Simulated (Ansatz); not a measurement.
# Cu3O2: the cost of one run

Program: Ansatz 0.2.0. Level of theory: DFT r2SCAN+U, scalar-relativistic, plane waves, PAW. These are calculated values, not measurements.

## Step 1: The structure to begin with

It takes space group I4/mmm (No. 139, tetragonal). Conventional cell: a = 4.046 Å, b = 4.046 Å, c = 7.347 Å, α = 90.00°, β = 90.00°, γ = 90.00°. Around Cu (site symmetry -4m2) lie 2 O at 1.84 Å. Cu (site symmetry 4/mmm) is surrounded by 4 O at 2.02 Å. O (site symmetry mmm) has 4 Cu at 1.84 to 2.02 Å in its first shell of neighbours.

As a file:

```cif
data_structure
_symmetry_space_group_name_H-M 'I4/mmm'
_symmetry_Int_Tables_number 139
_cell_length_a 4.0460
_cell_length_b 4.0460
_cell_length_c 7.3472
_cell_angle_alpha 90.000
_cell_angle_beta 90.000
_cell_angle_gamma 90.000
_cell_volume 120.27
loop_
_atom_site_label
_atom_site_type_symbol
_atom_site_symmetry_multiplicity
_atom_site_Wyckoff_symbol
_atom_site_fract_x
_atom_site_fract_y
_atom_site_fract_z
_atom_site_occupancy
Cu1 Cu 4 d 0.50000 0.00000 0.25000 1
Cu2 Cu 2 a 0.00000 0.00000 0.00000 1
O1 O 4 c 0.50000 0.00000 0.00000 1
```

Source of the structure: the Materials Project (structure only).

(A quick probe on a coarse mesh, which set the mesh and smearing, is not shown.)

## Step 3: Relaxing cell and atoms

The input, input.yaml:

```yaml
crystal:
  lattice:
    - [-2.022982, 2.022982, 3.673617]
    - [2.022982, -2.022982, 3.673617]
    - [2.022982, 2.022982, -3.673617]
  atoms:
    - { symbol: Cu, position: [0.25, 0.75, 0.5] }
    - { symbol: Cu, position: [0.75, 0.25, 0.5] }
    - { symbol: Cu, position: [0.0, 0.0, 0.0], spin: 0.25 }
    - { symbol: O, position: [0.0, 0.5, 0.5] }
    - { symbol: O, position: [0.5, 0.0, 0.5] }
basis:
  ecutwfc: 500
kpoints:
  mp_grid: { grid: [12, 12, 12] }
hamiltonian:
  xc: r2scan
  hubbard: { sites: [{ species: Cu, l: d, u_eff: 4.0 }] }
scf:
  occupations: { method: gaussian, width: 0.1 }
output:
  forces: true
  stress: true
  eigenvalues: true
  populations: true
magnetization:
  spin_polarized: true
relax:
  adjacent_minimum: "off"
  f_tol: 0.005
  max_steps: 80
  cell: { stress_tol: 0.05 }
```

On the command line:

```console
> ansatz run input.yaml --threads 2 --pin off --max-ram 5120MiB --backend cpu --events-out ev --progress --plain --runs-dir out
```

Q: Estimate wall time and peak memory on 2 threads of Intel Xeon 6975P-C (Granite Rapids), shared host.

About 4.5 min, with a peak of 1.5 GiB.
